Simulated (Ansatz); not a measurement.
**AlH5OSSi: a nudged elastic band in two tries**

The task is a band of images between two relaxed ends. SMILES of the start: [OH][AlH][S][SiH3].

All numbers below are computed with Ansatz 0.2.0 (RKS B3LYP/def2-SVP).

**1. The structure to begin with**

Bond lengths: O1–Al2 1.703 Å, Al2–S3 2.185 Å, S3–Si4 2.172 Å, O1–H5 0.961 Å, Al2–H6 1.574 Å, Si4–H7 1.489 Å, Si4–H8 1.490 Å, Si4–H9 1.488 Å. Angles: O1–Al2–S3 115.0°, O1–Al2–H6 124.0°, S3–Al2–H6 121.0°, Al2–O1–H5 129.2°, Al2–S3–Si4 101.6°, S3–Si4–H7 111.9°, S3–Si4–H8 105.1°, S3–Si4–H9 111.9°, H7–Si4–H8 109.1°, H7–Si4–H9 109.6°, H8–Si4–H9 109.1°.

Coordinates:

```xyz
9

O    -0.4789    1.2031   -1.3001
Al    0.7850    1.5215   -0.2034
S     1.1652   -0.0636    1.2511
Si   -0.3268   -1.5397    0.6903
H    -0.8160    1.7502   -2.0146
H     1.6391    2.8434   -0.2029
H    -0.1233   -2.0355   -0.6984
H    -0.1335   -2.6682    1.6431
H    -1.7108   -1.0112    0.8347
```

**2. First attempt**

The input, input.yaml:

```yaml
crystal:
  periodic: [false, false, false]
  atoms:
    - { symbol: O, position_ang: [-0.478881, 1.203096, -1.300053] }
    - { symbol: Al, position_ang: [0.785049, 1.521531, -0.203359] }
    - { symbol: S, position_ang: [1.165217, -0.063589, 1.251146] }
    - { symbol: Si, position_ang: [-0.326834, -1.539711, 0.690325] }
    - { symbol: H, position_ang: [-0.816021, 1.750159, -2.014559] }
    - { symbol: H, position_ang: [1.639067, 2.843412, -0.202918] }
    - { symbol: H, position_ang: [-0.123276, -2.035509, -0.698361] }
    - { symbol: H, position_ang: [-0.133526, -2.668225, 1.643063] }
    - { symbol: H, position_ang: [-1.710814, -1.011151, 0.834715] }
basis:
  gaussian: { orbitals: def2-SVP }
hamiltonian:
  xc: b3lyp
neb:
  order_check: false
  images: 9
  f_tol: 0.05
  max_iterations: 8
  initial_path: idpp
  final_atoms:
    - { symbol: O, position_ang: [0.07808462, 0.8911229, -1.59923863] }
    - { symbol: Al, position_ang: [0.7241813, 1.55443971, -0.16974559] }
    - { symbol: S, position_ang: [0.50750676, 0.30203416, 1.60690704] }
    - { symbol: Si, position_ang: [-0.52284288, -1.42995694, 0.79555905] }
    - { symbol: H, position_ang: [0.05989129, 1.25983015, -2.48621719] }
    - { symbol: H, position_ang: [1.43166742, 2.95889909, -0.0906161] }
    - { symbol: H, position_ang: [-1.85196689, -1.06881404, 0.23106462] }
    - { symbol: H, position_ang: [0.29082194, -2.12152815, -0.24148192] }
```

The run is started by

```
> ansatz run input.yaml --threads 2 --pin off --max-ram 3072MiB --backend cpu --events-out ev --progress --plain --runs-dir out
```

What it wrote:

```text
Error: invalid value for `neb.final_atoms`: lists 8 atoms but crystal.atoms has 9 — the final endpoint must contain the same atoms in the same order
```

It took 0.03 s on 2 threads of Arm Neoverse V1, shared host; peak memory 0.03 GiB.

**3. Reading the log**

The run ended at the input check. Its message: «invalid value for `neb.final_atoms`: lists 8 atoms but crystal.atoms has 9 — the final endpoint must contain the same atoms in the same order»

The second end lists one atom fewer than the first.

The cure: list the same atoms at both ends.

**4. The mended input**

input.yaml, as its differences from that of step 2:

```diff
@@ -20,3 +20,3 @@
   f_tol: 0.05
-  max_iterations: 8
+  max_iterations: 60
   initial_path: idpp
@@ -31 +31,2 @@
     - { symbol: H, position_ang: [0.29082194, -2.12152815, -0.24148192] }
+    - { symbol: H, position_ang: [-0.71736257, -2.34601387, 1.95376769] }
```

The run is started by

```
> ansatz run input.yaml --threads 2 --pin off --max-ram 3072MiB --backend cpu --events-out ev --progress --plain --runs-dir out
```

The limit on steps is raised as well. From its log:

```text
NEB iter   1: max|band force component| = 1.623e0 eV/Å  barrier→ = 0.3318 eV  barrier← = 0.3318 eV  Δτ_max = 0.2000 Å  (264 SCF iters)
NEB iter   2: max|band force component| = 3.524e-1 eV/Å  barrier→ = 0.0693 eV  barrier← = 0.0694 eV  CI = image 5  Δτ_max = 0.0780 Å  (234 SCF iters)
NEB iter   3: max|band force component| = 8.449e-2 eV/Å  barrier→ = 0.0462 eV  barrier← = 0.0462 eV  CI = image 5  Δτ_max = 0.0366 Å  (214 SCF iters)
NEB iter   4: max|band force component| = 5.461e-2 eV/Å  barrier→ = 0.0423 eV  barrier← = 0.0423 eV  CI = image 5  Δτ_max = 0.0419 Å  (198 SCF iters)
NEB iter   5: max|band force component| = 4.152e-2 eV/Å  barrier→ = 0.0403 eV  barrier← = 0.0403 eV  CI = image 5  Δτ_max = 0.0000 Å  (411 SCF iters)
```

It took 1.7 min on 2 threads of Arm Neoverse V1, shared host; peak memory 0.19 GiB.

Second try: 5 iterations, highest image 0.04 eV above the first end.

**5. What came out**

```
 quantity                                               value
first try                                             refused
    cause  the second end lists one atom fewer than the first
```

What this shows: The fault in the first input was caught at the input check and cost nothing.
